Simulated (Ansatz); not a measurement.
# Mg2Br3: the cost of one run

Program: Ansatz 0.2.0. Level of theory: DFT PBE, scalar-relativistic, plane waves, PAW. These are calculated values, not measurements.

### Step 1. The structure to begin with

The structure is cubic, space group Pm-3m (No. 221). Conventional cell: a = 5.402 Å, b = 5.402 Å, c = 5.402 Å, α = 90.00°, β = 90.00°, γ = 90.00°. Mg (site symmetry m-3m) is surrounded by 12 Br at 3.82 Å. Mg (site symmetry m-3m) is surrounded by 6 Br at 2.70 Å. Around Br (site symmetry 4/mmm) lie 6 Mg at 2.70 to 3.82 Å.

Coordinates:

```cif
data_structure
_symmetry_space_group_name_H-M 'P 1'
_symmetry_Int_Tables_number 1
_cell_length_a 5.4023
_cell_length_b 5.4023
_cell_length_c 5.4023
_cell_angle_alpha 90.000
_cell_angle_beta 90.000
_cell_angle_gamma 90.000
_cell_volume 157.66
loop_
_atom_site_label
_atom_site_type_symbol
_atom_site_fract_x
_atom_site_fract_y
_atom_site_fract_z
_atom_site_occupancy
Mg1 Mg 0.00000 0.00000 0.00000 1
Mg2 Mg 0.50000 0.50000 0.50000 1
Br1 Br 0.00000 0.50000 0.50000 1
Br2 Br 0.50000 0.00000 0.50000 1
Br3 Br 0.50000 0.50000 0.00000 1
```

Recipe of the guess: random cell by space group and Wyckoff sites (Pm-3m, No. 221). The dimensions are guesses.

### Step 2. Probe: one point on a coarse mesh

Input file input.yaml:

```yaml
crystal:
  lattice:
    - [5.40227884, 0.0, 0.0]
    - [0.0, 5.40227884, 0.0]
    - [0.0, 0.0, 5.40227884]
  atoms:
    - { symbol: Mg, position: [0.0, 0.0, 0.0] }
    - { symbol: Mg, position: [0.5, 0.5, 0.5] }
    - { symbol: Br, position: [0.0, 0.5, 0.5] }
    - { symbol: Br, position: [0.5, 0.0, 0.5] }
    - { symbol: Br, position: [0.5, 0.5, 0.0] }
basis:
  ecutwfc: 420
kpoints:
  mp_grid: { grid: [4, 4, 4] }
hamiltonian:
  xc: pbe
scf:
  occupations: { method: gaussian, width: 0.1 }
  lower_state_search: "off"
output:
  forces: true
  stress: true
  eigenvalues: true
```

Run with:

```bash
$ ansatz run input.yaml --threads 1 --pin off --max-ram 2048MiB --backend cpu --events-out ev --progress --plain --runs-dir out
```

Q: Estimate wall time and peak memory on 1 thread of Arm Neoverse V1, shared host.

About 2.9 s, with a peak of 0.35 GiB.
